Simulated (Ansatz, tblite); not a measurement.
# BaHfO$_{3}$ with GFN2-xTB from a Python script

These are simulated results from tblite 0.8.0, not measurements. The cell was built from a prototype and was relaxed with r2SCAN in plane waves (Ansatz 0.2.0). It may be hypothetical. All runs are without spin polarisation.

It is cubic, Pm-3m (No. 221); a = 4.177 Å in the conventional setting, 14.58 Å³ an atom. Ba is surrounded by 12 O at 2.95 Å; Hf is surrounded by 6 O at 2.09 Å; O is surrounded by 2 Hf at 2.09 Å and 4 Ba at 2.95 Å.

tblite solves periodic systems at the zone centre alone, so the script builds a cluster of 2×2×2 conventional cells (40 atoms), which folds in a coarse mesh of k points.

The script, run.py:

```python
import json
from ase import Atoms
from ase.build import make_supercell
from ase.units import Bohr, GPa, Hartree
from tblite.interface import Calculator

atoms = Atoms(['Ba', 'Hf', 'O', 'O', 'O'],
              cell=[[4.17705877, 0.0, 0.0], [0.0, 4.17705877, 0.0], [0.0, 0.0, 4.17705877]],
              scaled_positions=[[0.0, 0.0, 0.0], [0.5, 0.5, 0.5], [0.5, 0.5, 0.0], [0.5, 0.0, 0.5], [0.0, 0.5, 0.5]],
              pbc=True)
cluster = make_supercell(atoms, [[2, 0, 0], [0, 2, 0], [0, 0, 2]])
calc = Calculator('GFN2-xTB', cluster.numbers, cluster.positions / Bohr, lattice=cluster.cell[:] / Bohr, periodic=cluster.pbc)
calc.set('temperature', 0.02 / Hartree)
calc.set('max-iter', 150)
res = calc.singlepoint()
levels = res.get('orbital-energies') * Hartree
nv = round(res.get('orbital-occupations').sum() / 2)
cells = len(cluster) // len(atoms)
out = {'energy_per_cell': res.get('energy') * Hartree / cells, 'homo': levels[nv - 1], 'lumo': levels[nv],
       'stress': (-res.get('virial') * Hartree / cluster.get_volume() / GPa).tolist(), 'charges': res.get('charges')[:len(atoms)].tolist(), 'electrons': 2 * nv / cells}
json.dump(out, open('results.json', 'w'))
for key, value in out.items():
    print(key, value)
```

Command: `python run.py`. It took 5.2 s on 1 thread of Arm Neoverse V1, with other jobs on the host, peak memory 0.099 GiB.

The log:

```
------------------------------------------------------------
  cycle        total energy    energy error   density error
------------------------------------------------------------
      1     -101.3892888320  -1.0151223E+02   5.6190298E-01
      2     -89.53539935206   1.1853889E+01   4.5100063E-01
      3     -69.57699740877   1.9958402E+01   5.2866261E-01
      4     -114.6090042278  -4.5032007E+01   1.5677365E-01
      5     -115.1433229486  -5.3431872E-01   7.6522830E-02
      6     -115.5526474559  -4.0932451E-01   5.0107800E-02
      7     -115.1393167287   4.1333073E-01   6.1646523E-02
      8     -114.7994415792   3.3987515E-01   8.0201359E-02
      9     -115.6084046437  -8.0896306E-01   1.1398621E-02
     10     -115.6086531101  -2.4846637E-04   9.8714233E-03
     11     -115.6116631693  -3.0100592E-03   8.5739771E-03
     12     -115.6148737127  -3.2105434E-03   6.4353499E-03
     13     -115.6174136733  -2.5399605E-03   4.6927324E-03
     14     -115.6174919897  -7.8316437E-05   4.0157937E-03
     15     -115.6177901743  -2.9818460E-04   3.1600104E-03
     16     -115.6190536559  -1.2634816E-03   9.6146370E-04
     17     -115.6190540747  -4.1871301E-07   9.6259728E-04
     18     -115.6190511978   2.8768701E-06   7.9156095E-04
     19     -115.6190469801   4.2177128E-06   7.9049739E-04
     20     -115.6190461337   8.4633974E-07   7.6756390E-04
     21     -115.6190355628   1.0570960E-05   7.5814530E-04
     22     -115.6190317767   3.7860484E-06   8.2461340E-04
     23     -115.6190085377   2.3238983E-05   8.8025504E-04
     24     -115.6189974756   1.1062182E-05   9.0880339E-04
     25     -115.6189854330   1.2042589E-05   9.2374892E-04
     26     -115.6190073239  -2.1890964E-05   7.8848182E-04
     27     -115.6190474391  -4.0115170E-05   6.2007590E-04
     28     -115.6190647682  -1.7329075E-05   4.7560893E-04
     29     -115.6190665919  -1.8237358E-06   3.9847913E-04
     30     -115.6190708466  -4.2547113E-06   2.3066148E-04
     31     -115.6190712440  -3.9740499E-07   2.1232735E-04
     32     -115.6190709829   2.6110752E-07   2.3989632E-04
     33     -115.6190718044  -8.2150903E-07   1.6115033E-04
     34     -115.6190723240  -5.1956609E-07   1.3149583E-04
     35     -115.6190723167   7.3020772E-09   1.2911310E-04
     36     -115.6190727189  -4.0224242E-07   9.3325272E-05
     37     -115.6190728122  -9.3255423E-08   8.8133033E-05
     38     -115.6190729156  -1.0341324E-07   8.3418179E-05
     39     -115.6190729763  -6.0737563E-08   7.8101713E-05
     40     -115.6190729882  -1.1880388E-08   7.7571587E-05
     41     -115.6190729860   2.1763498E-09   7.6671876E-05
     42     -115.6190730409  -5.4890705E-08   6.5526540E-05
     43     -115.6190731188  -7.7816040E-08   5.2045473E-05
     44     -115.6190731598  -4.1058613E-08   3.8991018E-05
     45     -115.6190731786  -1.8776561E-08   3.2345298E-05
     46     -115.6190732100  -3.1430773E-08   1.3445203E-05
------------------------------------------------------------

 total:                                   4.604 sec
energy_per_cell -393.26940411217214
homo -12.480059452784447
lumo -12.480059397823107
stress [[-16.935957671680175, -1.2016187555444494e-05, -1.2016076855317957e-05], [-1.2016187555101293e-05, -16.935957198107165, -1.2016131275739087e-05], [-1.201607685567899e-05, -1.2016131275593062e-05, -16.935958506859752]]
charges [0.4808670429051678, 1.248213459324735, -0.5763971038671427, -0.5763831876949681, -0.5763896454286235]
electrons 24.0
```

The cycle table is in hartree for the whole cluster, and the lines after it are in eV (the energy for one cell). The printed stress is in GPa and positive in compression, and the pressure is its mean diagonal.

GFN2-xTB gives no gap at the points read. On the same cell, plane-wave PBE (Ansatz, 6×6×6 k points and the special points) gives a gap of 3.66 eV and r2SCAN a gap of 4.19 eV; on shared hosts these took about 4 and 9.6 core-seconds on the 5-atom cell, against 5.2 for the script. Spin-orbit coupling, left out in all these runs, can cut or reorder the gap by tenths of an eV, up to about 1 eV with Pb or Bi. This method closes a gap that PBE finds, a failure in kind.

The same script was run on cells scaled at fixed shape and fractional coordinates:

```tsv
volume (Å³/atom)	energy (meV/atom)	pressure (GPa, positive in compression)	gap (eV)
12.83	-380.9	-134.15	0.06
13.70	-110.3	-25.12	0.00
14.58	0.0	-16.94	0.00
15.45	89.7	-15.92	0.00
16.33	175.9	-15.82	0.00
```

The minimum lies beyond the smallest of these volumes.

xTB was fitted mostly to molecules, and a small cluster samples few k points, so gaps, pressures and kinks along a curve can be far from a solid's.

The runs are scalar-relativistic, without spin-orbit coupling.
